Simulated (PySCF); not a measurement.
**From one method to the next for WF2 (quintet)**

What do other methods print for WF2 (quintet)?

Method: method and basis as typed in the scripts; program: PySCF 2.14.0.

5 further runs of the same task are left out: 1 for a known fault of the program, 4 that didn't finish.

## Step 1: Where the work starts

WF2 (quintet): 3 atoms, charge 0, spin multiplicity 5.

Bond lengths: W1–F2 1.882 Å, W1–F3 1.882 Å. Angles: F2–W1–F3 140.8°.

As a file:

```xyz
3
charge 0, multiplicity 5
W    -0.06070   -0.08940    0.00000
F     0.29370    0.43280    1.77280
F     0.29370    0.43280   -1.77280
```

## Step 2: The base run

Contents of input.py:

```python
from pyscf import gto, scf, mp

mol = gto.M(
    atom='W -0.0607 -0.0894 0; F 0.2937 0.4328 1.7728; F 0.2937 0.4328 -1.7728',
    basis='lanl2dz',
    ecp={'W': 'lanl2dz'},
    charge=0,
    spin=4,
    verbose=4,
)
mf = scf.UHF(mol)
mf = mf.newton()
mf.kernel()
mp.MP2(mf, frozen=2).kernel()
mf.dip_moment()
print('orbital energies (hartree):', [e[max(0, n-3):n+3].round(4) for e, n in zip(mf.mo_energy, mol.nelec)])
```

On the command line:

```console
$ OMP_NUM_THREADS=1 python input.py
```

## Step 3: SCF alone

Run 1 changes step after the SCF: mp2 → none.

input.py, as its differences from that of step 2:

```diff
@@ -1,2 +1,2 @@
-from pyscf import gto, scf, mp
+from pyscf import gto, scf
 
@@ -13,3 +13,2 @@
 mf.kernel()
-mp.MP2(mf, frozen=2).kernel()
 mf.dip_moment()
```

## Step 4: Gradient

Run 2 changes step after the SCF: mp2 → gradient.

input.py, as its differences from that of step 2:

```diff
@@ -1,2 +1,2 @@
-from pyscf import gto, scf, mp
+from pyscf import gto, scf
 
@@ -13,3 +13,3 @@
 mf.kernel()
-mp.MP2(mf, frozen=2).kernel()
+mf.nuc_grad_method().kernel()
 mf.dip_moment()
```

Q: Predict the outcome of this session. Wanted: for each run, E(SCF); from base; gap, α spin; SCF dipole; after the SCF.

The runs gave:

```
      run  E(SCF) (hartree)  from base (eV)   cycles  gap, α spin (eV)  SCF dipole (D)                           after the SCF
     base       -266.072423               0  6 macro             10.37            1.69  MP2 correlation -9.023 eV, core frozen
SCF alone       -266.072423          0.0000  6 macro             10.37            1.69                                     n/a
 gradient       -266.072423          0.0000  6 macro             10.37            1.69                                     n/a
```

In words: Total energies from different bases, Hamiltonians or methods carry different errors, so properties are taken as differences within one set-up.
